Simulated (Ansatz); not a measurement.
# C2H8AlFOSi: the cost of one run

All numbers below are computed with Ansatz 0.2.0 (RKS r2SCAN-D4/STO-3G).

## 1. The structure to begin with

Bond lengths: C1–O2 1.446 Å, O2–Al3 1.834 Å, Al3–F4 1.743 Å, Al3–C5 2.022 Å, C5–Si6 1.874 Å, C1–H7 1.077 Å, C1–H8 1.079 Å, C1–H9 1.087 Å, C5–H10 1.093 Å, C5–H11 1.146 Å, Si6–H12 1.452 Å, Si6–H13 1.501 Å, Si6–H14 1.448 Å. Angles (14 of 22 angles, heavy atoms first): C1–O2–Al3 108.5°, O2–Al3–F4 123.7°, O2–Al3–C5 118.7°, F4–Al3–C5 117.5°, Al3–C5–Si6 109.3°, O2–C1–H7 111.5°, O2–C1–H8 107.8°, O2–C1–H9 103.7°, Al3–C5–H10 110.5°, Al3–C5–H11 108.3°, Si6–C5–H10 111.3°, Si6–C5–H11 109.2°, C5–Si6–H12 108.6°, C5–Si6–H13 109.9°.

Structure file:

```xyz
14

C    -1.4779   -1.8175   -1.1359
O    -1.5667   -0.3849   -0.9610
Al   -0.9725    0.0327    0.7226
F    -2.0152    0.1594    2.1135
C     1.0088    0.3162    1.0122
Si    1.5909    1.7515   -0.0427
H    -0.4585   -2.1590   -1.0777
H    -2.1517   -2.2785   -0.4299
H    -1.8976   -1.9834   -2.1243
H     1.5636   -0.5971    0.7825
H     1.1791    0.5666    2.1178
H     1.3683    1.4205   -1.4387
H     0.8116    2.9875    0.3005
H     3.0048    1.9569    0.1899
```

## 2. Relaxing end A

input.yaml

```yaml
crystal:
  periodic: [false, false, false]
  atoms:
    - { symbol: C, position_ang: [-1.4779, -1.8175, -1.1359] }
    - { symbol: O, position_ang: [-1.5667, -0.3849, -0.961] }
    - { symbol: Al, position_ang: [-0.9725, 0.0327, 0.7226] }
    - { symbol: F, position_ang: [-2.0152, 0.1594, 2.1135] }
    - { symbol: C, position_ang: [1.0088, 0.3162, 1.0122] }
    - { symbol: Si, position_ang: [1.5909, 1.7515, -0.0427] }
    - { symbol: H, position_ang: [-0.4585, -2.159, -1.0777] }
    - { symbol: H, position_ang: [-2.1517, -2.2785, -0.4299] }
    - { symbol: H, position_ang: [-1.8976, -1.9834, -2.1243] }
    - { symbol: H, position_ang: [1.5636, -0.5971, 0.7825] }
    - { symbol: H, position_ang: [1.1791, 0.5666, 2.1178] }
    - { symbol: H, position_ang: [1.3683, 1.4205, -1.4387] }
    - { symbol: H, position_ang: [0.8116, 2.9875, 0.3005] }
    - { symbol: H, position_ang: [3.0048, 1.9569, 0.1899] }
basis:
  gaussian: { orbitals: STO-3G }
hamiltonian:
  xc: r2scan
  dispersion: d4
relax:
  f_tol: 0.02
  max_steps: 50
```

On the command line:

```sh
$ ansatz run input.yaml --threads 1 --pin off --max-ram 2048MiB --backend cpu --events-out ev --progress --plain --runs-dir out
```

Q: Estimate wall time and peak memory on 1 thread of Intel Xeon at 2.70GHz, shared host.

About 2.8 min, with a peak of 0.22 GiB.
